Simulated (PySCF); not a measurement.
# Dy(OH)3: other functionals and bases at one geometry

Aim: see how levels, charges and forces of Dy(OH)3 depend on the level of theory. The species was built from a template and needn't be a known compound.

Computed with PySCF 2.14.0. Level: several levels, as the steps say, no spin–orbit coupling.

1 further run of the same task is left out (for a known fault of the program).

## (1) Where the work starts

7 atoms, charge 0, spin multiplicity 1.

Bond lengths: Dy1–O2 2.047 Å, Dy1–O4 2.047 Å, Dy1–O6 2.047 Å, O2–H3 0.955 Å, O4–H5 0.955 Å, O6–H7 0.955 Å. Angles: O2–Dy1–O4 120.0°, O2–Dy1–O6 120.0°, O4–Dy1–O6 120.0°, Dy1–O2–H3 179.9°, Dy1–O4–H5 179.9°, Dy1–O6–H7 179.9°.

As a file:

```xyz
7

Dy    0.00000    0.00000    0.13997
O     2.04674    0.00002    0.14408
H     3.00205    0.00003    0.14778
O    -1.02339    1.77252    0.14408
H    -1.50105    2.59983    0.14778
O    -1.02335   -1.77254    0.14408
H    -1.50100   -2.59987    0.14778
```

Formal oxidation states: Dy +3. Each metal's 9 4f electrons lie in its core potential, so multiplicities, spins and levels count the valence alone. An earlier session relaxed this geometry at PBE0, Dy lcecp-1-SVP with ECP55, O def2-SVP, H def2-SVP (singlet, point group D3h).

At PBE0 on the finer grid: E = -264.315052 Eh, HOMO -7.62 eV, LUMO -1.29 eV, Mulliken charge on Dy1 +1.07 e, largest force component 0.006 eV/Å. 

Levels to run: TPSSh; revPBE; PBE0, TZVP. Hardware: 2 threads of Intel Xeon Platinum 8259CL at 2.50GHz (Skylake/Cascade Lake), shared host.

## (2) TPSSh

File run.py (the lines that set the calculation):

```python
mol = gto.M(atom='''
Dy     0.00000     0.00000     0.13997
O      2.04674     0.00002     0.14408
H      3.00205     0.00003     0.14778
O     -1.02339     1.77252     0.14408
H     -1.50105     2.59983     0.14778
O     -1.02335    -1.77254     0.14408
H     -1.50100    -2.59987     0.14778''',
    basis={'Dy': 'lcecp-1-SVP', 'O': 'def2-SVP', 'H': 'def2-SVP'},
    ecp={'Dy': 'lcecp-1-SVP'},
    charge=0, spin=0)
mf = dft.RKS(mol, xc='TPSSH')
mf.grids.atom_grid = (75, 302)  # f atoms: unpruned, at least (60, 302)
mf = mf.density_fit()  # fitting sets: Dy AutoAux, O def2-universal-JKFIT, H def2-universal-JKFIT
mf.conv_tol = 1e-08; mf.max_cycle = 55
mf.kernel(dm0)  # dm0: the density of the relaxed state
```

Run with:

```
$ OMP_NUM_THREADS=2 python run.py
```

## (3) revPBE

run.py (the lines that set the calculation): that of step 2 with these lines changed.

```diff
@@ -11,3 +11,3 @@
     charge=0, spin=0)
-mf = dft.RKS(mol, xc='TPSSH')
+mf = dft.RKS(mol, xc='PBE_R,PBE')
 mf.grids.atom_grid = (75, 302)  # f atoms: unpruned, at least (60, 302)
```

## (4) PBE0, TZVP

Basis: Dy lcecp-1-TZVP with ECP55, O def2-TZVP, H def2-TZVP. 

File run.py (the lines that set the calculation):

```python
mol = gto.M(atom='''
Dy     0.00000     0.00000     0.13997
O      2.04674     0.00002     0.14408
H      3.00205     0.00003     0.14778
O     -1.02339     1.77252     0.14408
H     -1.50105     2.59983     0.14778
O     -1.02335    -1.77254     0.14408
H     -1.50100    -2.59987     0.14778''',
    basis={'Dy': 'lcecp-1-TZVP', 'O': 'def2-TZVP', 'H': 'def2-TZVP'},
    ecp={'Dy': 'lcecp-1-TZVP'},
    charge=0, spin=0)
mf = dft.RKS(mol, xc='PBE0')
mf.grids.atom_grid = (75, 302)  # f atoms: unpruned, at least (60, 302)
mf = mf.density_fit()  # fitting sets: Dy AutoAux, O def2-universal-JKFIT, H def2-universal-JKFIT
mf.conv_tol = 1e-08; mf.max_cycle = 55
mf.kernel(dm0)  # dm0: free metal ions and neutral atoms
```

What does the calculation give? Wanted: for each run, HOMO; gap; charge on Dy1; dipole; largest force.

The runs gave:

| level | state | HOMO (eV) | gap (eV) | charge on Dy1 (e) | dipole (D) | largest force (eV/Å) | basis functions | time |
| --- | --- | --- | --- | --- | --- | --- | --- | --- |
| PBE0 (relaxed here) | singlet | -7.62 | 6.33 | 1.07 | 0.01 | 0.01 | 90 | 23 s |
| TPSSh | singlet | -6.68 | 5.19 | 1.04 | 0.01 | 0.30 | 90 | 15 s |
| revPBE | singlet | -5.87 | 3.98 | 0.88 | 0.01 | 0.59 | 90 | 12 s |
| PBE0, TZVP | singlet | -7.88 | 6.52 | 1.64 | 0.02 | 0.27 | 158 | 26 s |

Times are on 2 threads of Intel Xeon Platinum 8259CL at 2.50GHz (Skylake/Cascade Lake), shared host; the first row also made further properties.

In one basis the HOMO–LUMO gap runs from 3.98 eV (revPBE) to 6.33 eV (PBE0). The largest leftover force, 0.59 eV/Å with revPBE, stands at a geometry relaxed at another level. The Mulliken charge on Dy spans +0.88 to +1.64 e over the levels. With 4f in the core, its levels are missing from HOMO and gap. Total energies of different levels can't be compared. Spin–orbit coupling is left out throughout.
